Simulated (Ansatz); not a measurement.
# C₂H₉AlOS: basis-set convergence

Aim: see how fast density functionals converge with the basis set for C₂H₉AlOS.

The runs use Ansatz 0.2.0, Gaussian basis; one geometry, several basis sets.

The runs, in order: PBE0-D4/def2-SVP; ωB97M-V/def2-SVP; PBE0-D4/def2-QZVPP; ωB97M-V/def2-QZVPP; the functionals' def2-TZVPP values are taken from earlier runs.

### Step 1. The geometry

The geometry comes from an earlier relaxation with PBE0-D4 in a triple-zeta def2 set; it is a stationary point, not always the lowest conformer.

SMILES `[CH3][Al-]([CH3])([OH])[SH2+]`, 14 atoms, charge 0, spin multiplicity 1.

Atoms are counted from 1 here; the program's logs count them from 0.

Bond lengths: C1–Al2 1.963 Å, C1–H6 1.096 Å, C1–H7 1.095 Å, C1–H8 1.095 Å, Al2–C3 1.960 Å, Al2–O4 1.726 Å, Al2–S5 2.625 Å, C3–H9 1.094 Å, C3–H10 1.096 Å, C3–H11 1.095 Å, O4–H12 0.955 Å, S5–H13 1.343 Å, S5–H14 1.344 Å. Angles: Al2–C1–H6 111.0°, Al2–C1–H7 111.9°, Al2–C1–H8 112.8°, H6–C1–H7 106.5°, H6–C1–H8 106.9°, H7–C1–H8 107.4°, C1–Al2–C3 121.9°, C1–Al2–O4 119.3°, C1–Al2–S5 100.2°, C3–Al2–O4 114.5°, C3–Al2–S5 98.6°, O4–Al2–S5 91.5°, Al2–C3–H9 112.2°, Al2–C3–H10 110.6°, Al2–C3–H11 112.7°, H9–C3–H10 106.6°, H9–C3–H11 107.9°, H10–C3–H11 106.6° and more.

### Step 2. PBE0-D4 in def2-SVP

Contents of in.yaml:

```yaml
crystal:
  periodic: [false, false, false]
  atoms:
    - {symbol: C, position_ang: [-1.932951, 0.510269, 0.205984]}
    - {symbol: Al, position_ang: [-0.151361, -0.299910, 0.352595]}
    - {symbol: C, position_ang: [1.412273, 0.733174, 0.925429]}
    - {symbol: O, position_ang: [-0.016340, -2.002642, 0.603856]}
    - {symbol: S, position_ang: [0.456217, -0.554983, -2.188657]}
    - {symbol: H, position_ang: [-2.373507, 0.670757, 1.196363]}
    - {symbol: H, position_ang: [-1.897703, 1.490523, -0.281228]}
    - {symbol: H, position_ang: [-2.635764, -0.110362, -0.358764]}
    - {symbol: H, position_ang: [2.349342, 0.192968, 0.758273]}
    - {symbol: H, position_ang: [1.360453, 0.945981, 1.999004]}
    - {symbol: H, position_ang: [1.487284, 1.700963, 0.418531]}
    - {symbol: H, position_ang: [-0.789401, -2.562602, 0.640876]}
    - {symbol: H, position_ang: [1.526660, -1.295698, -1.858032]}
    - {symbol: H, position_ang: [1.191898, 0.552360, -2.385428]}
basis:
  gaussian: {orbitals: def2-SVP}
hamiltonian: {xc: pbe0, dispersion: d4}
output: {orbitals: {seedname: orbitals}}
```

The run is started by

```sh
ansatz run in.yaml --threads 4 --pin off --events-out ev --progress --plain --max-ram 10444MiB
```

The runs that follow: ωB97M-V in def2-SVP; PBE0-D4 in def2-QZVPP; ωB97M-V in def2-QZVPP.

**Question.** What will the summary of the whole plan be? Wanted: PBE0-D4: double and triple zeta above quadruple; ωB97M-V: double and triple zeta above quadruple.

As calculated:

| quantity | value |
| --- | --- |
| PBE0-D4: double and triple zeta above quadruple | 12.03, 0.81 eV |
| ωB97M-V: double and triple zeta above quadruple | 12.20, 0.77 eV |

In words: PBE0-D4 gains 11.22 eV from double to triple zeta, then 0.81 eV more. These are total energies; as a rule much of such shifts cancels in differences, which this series doesn't test. The LUMO of ωB97M-V is positive and keeps falling with the basis (2.06 to 0.97 eV): an unbound level that the basis holds in place.
